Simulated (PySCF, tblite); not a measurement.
# C₇H₁₁OP: infrared bands and NMR shifts

Wanted: the infrared bands and NMR shifts of C₇H₁₁OP (`CC(C)(C)c1occp1`), by calculation.

Programs: tblite 0.8.0 and PySCF 2.14.0, with density-fitted response routines of our own. Each step states its level of theory. These are calculated values for one molecule in the gas phase, unless marked as measured. Atoms count from 0, in the outputs and in this text.

### 1 Starting geometry

20 atoms, charge 0, multiplicity 1; geometry from: GFN2-xTB.

Bonds of the start (Å): C0–C1 1.53, C1–C2 1.53, C1–C3 1.53, C1–C4 1.51, C4–O5 1.34, O5–C6 1.33, C6–C7 1.35, C7–P8 1.77, P8–C4 1.72, C0–H9 1.09, C0–H10 1.09, C0–H11 1.09, C2–H12 1.09, C2–H13 1.09, C2–H14 1.09, C3–H15 1.09, C3–H16 1.09, C3–H17 1.09, C6–H18 1.08, C7–H19 1.07.

### 2 Vibrational analysis with GFN2-xTB

The job: settings as JSON, then the geometry in Å.

```
{"job": {"kind": "ir", "xc": "GFN2-xTB", "basis": "xTB"}, "charge": 0, "multiplicity": 1}
C     -1.425059     1.079556    -0.673399
C     -0.731513    -0.213113    -0.240197
C     -0.831080    -1.258562    -1.357412
C     -1.396611    -0.762765     1.027340
C      0.724933     0.040358     0.052323
O      1.193074     1.287274    -0.095330
C      2.492625     1.365003     0.197017
C      3.072140     0.201163     0.576264
P      1.893605    -1.113963     0.568906
H     -2.474553     0.883855    -0.881454
H     -1.361468     1.830913     0.110164
H     -0.962609     1.481240    -1.571942
H     -0.351859    -0.895690    -2.264268
H     -0.337989    -2.178983    -1.051122
H     -1.873836    -1.475706    -1.577053
H     -2.447323    -0.972216     0.840474
H     -1.324147    -0.042595     1.839562
H     -0.904822    -1.682953     1.336317
H      2.934483     2.341161     0.099813
H      4.106861     0.096702     0.843994
```

**Question.** This job is followed by: GIAO PBE0/pcSseg-1 NMR shielding, non-relativistic, gas phase. What will the session give for the following? strongest single infrared mode (GFN2-xTB); zero-point energy (GFN2-xTB); ¹³C shifts against TMS (PBE0/pcSseg-1, means over atoms taken as alike); ¹H shifts against TMS (PBE0/pcSseg-1, means over atoms taken as alike); ¹⁷O shifts against H2O (PBE0/pcSseg-1); ³¹P shifts against H3PO4 (PBE0/pcSseg-1).

As calculated:

```
                                                               quantity                                value
                              strongest single infrared mode (GFN2-xTB)                3037 cm⁻¹, 105 km/mol
                                           zero-point energy (GFN2-xTB)                       102.8 kcal/mol
¹³C shifts against TMS (PBE0/pcSseg-1, means over atoms taken as alike)  223.7, 149.5, 133.1, 40.0, 35.8 ppm
 ¹H shifts against TMS (PBE0/pcSseg-1, means over atoms taken as alike)                 7.93, 7.41, 1.50 ppm
                                 ¹⁷O shifts against H2O (PBE0/pcSseg-1)                            357.4 ppm
                               ³¹P shifts against H3PO4 (PBE0/pcSseg-1)                            111.0 ppm
```

What this shows: The lowest mode is imaginary (23i cm⁻¹), so the xTB geometry is not a minimum. GFN2-xTB is a fitted tight-binding method: band positions and strengths are rough. Its intensities can rank the bands wrongly. At PBE0/pcSseg-1: The widest tensor belongs to P8: span 520 ppm, with a paramagnetic part of -763 ppm. NICS(1)zz of -25 ppm above the planar ring from C4 marks a diatropic (aromatic) ring current.
